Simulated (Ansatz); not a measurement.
**KHO: a ladder of functionals and wavefunction methods**

Aim: compute KHO with functionals from several rungs and with coupled cluster. The yardstick is the atomisation energy at the CCSD(T) limit.

Method: functionals in def2-TZVPP, the program's frozen cores in correlated methods; program: Ansatz 0.2.0, Gaussian basis.

Plan: LDA (SPW92), PBE-D4, revPBE-D4, BLYP-D4, r2SCAN-D4, B97M-V, PBE0-D4, B3LYP-D4, r2SCANh-D4, r2SCAN0-D4, HSE06-D4, BHLYP-D4, CAM-B3LYP-D4, LC-ωPBE, ωB97X-V, ωB97M-V, B2PLYP, PBE-QIDH; CCSD(T)/def2-SVP; CCSD(T)/def2-TZVPP; CCSD(T)/def2-QZVPP; extrapolation to the limit; RPA on PBE.

## (1) Structure used throughout

An earlier PBE0-D4 in a triple-zeta def2 set relaxation fixed the geometry.

3 atoms, charge 0, spin multiplicity 1.

Atoms are counted from 1 here; the program's logs count them from 0.

Bond lengths: O1–K2 2.210 Å, O1–H3 0.955 Å. Angles: K2–O1–H3 180.0°.

## (2) LDA

This LDA is Slater exchange with PW92 correlation.

Contents of in.yaml:

```yaml
crystal:
  periodic: [false, false, false]
  atoms:
    - {symbol: O, position_ang: [-0.368828, 0.046828, -0.196855]}
    - {symbol: K, position_ang: [1.559619, -0.315608, 0.819383]}
    - {symbol: H, position_ang: [-1.201790, 0.203980, -0.635728]}
basis:
  gaussian: {orbitals: def2-TZVPP}
hamiltonian: {xc: lda}
output: {orbitals: {seedname: orbitals}}
```

The runs that follow: PBE-D4 (GGA); revPBE-D4 (GGA); BLYP-D4 (GGA); r2SCAN-D4 (meta-GGA); B97M-V (meta-GGA); PBE0-D4 (hybrid); B3LYP-D4 (hybrid); r2SCANh-D4 (hybrid); r2SCAN0-D4 (hybrid); HSE06-D4 (hybrid); BHLYP-D4 (hybrid); CAM-B3LYP-D4 (range-separated); LC-ωPBE-D4 (range-separated); ωB97X-V (range-separated); ωB97M-V (range-separated); B2PLYP (double hybrid); PBE-QIDH (double hybrid); CCSD(T) in def2-SVP; CCSD(T) in def2-TZVPP; CCSD(T) in def2-QZVPP; RPA on PBE orbitals.

Before running them: what should the planned runs give, taken together? Wanted: atomisation energy, CCSD(T)/CBS; farthest beyond LDA; mean size of error, GGA; mean size of error, meta-GGA; mean size of error, hybrid; mean size of error, range-separated; mean size of error, double hybrid; gap, smallest and largest; T1 diagnostic.

**Answer**, as computed:

| quantity | value |
| --- | --- |
| atomisation energy, CCSD(T)/CBS | 806.3 kJ/mol |
| functionals within 8.1 kJ/mol (1.0 %) | none; nearest PBE-D4 (-10.6 kJ/mol) |
| farthest beyond LDA | BHLYP-D4 (-85.2 kJ/mol) |
| mean size of error, GGA | 21.5 kJ/mol |
| mean size of error, meta-GGA | 34.0 kJ/mol |
| mean size of error, hybrid | 52.2 kJ/mol |
| mean size of error, range-separated | 20.9 kJ/mol |
| mean size of error, double hybrid | 46.4 kJ/mol |
| gap, smallest and largest | 1.81 eV (revPBE-D4), 7.76 eV (LC-ωPBE) |
| T1 diagnostic | 0.0115 |
| triples share of the correlation energy | 2.5 % |

LDA overbinds by 105.7 kJ/mol (13 %). PBE-D4 is off by -10.6 kJ/mol. Double hybrids carry the basis error of their MP2 part in triple zeta, and no dispersion term here, so their miss is partly the set-up's. Taken by rung, range-separated functionals do best (20.9 kJ/mol on average) and hybrid ones worst beyond LDA (52.2 kJ/mol). The gap between the best rungs is small, so their order is not settled. The mean of the hybrids holds BHLYP, with half exact exchange. Misses under about 8.1 kJ/mol are within the doubt on the reference itself, which lacks core-valence correlation, relativity and higher excitations, and its outer-core shells are covered unevenly. Hartree-Fock recovers 55 % of the binding; the rest is correlation. CCSD(T) in def2-SVP is off by -128.9 kJ/mol, more than most functionals: a good method in a small basis is no reference. The gap grows from 1.8 to 7.8 eV across the functionals, mostly with the share of exact exchange. Correlated methods include outer-core shells of K, which these sets cover unevenly.
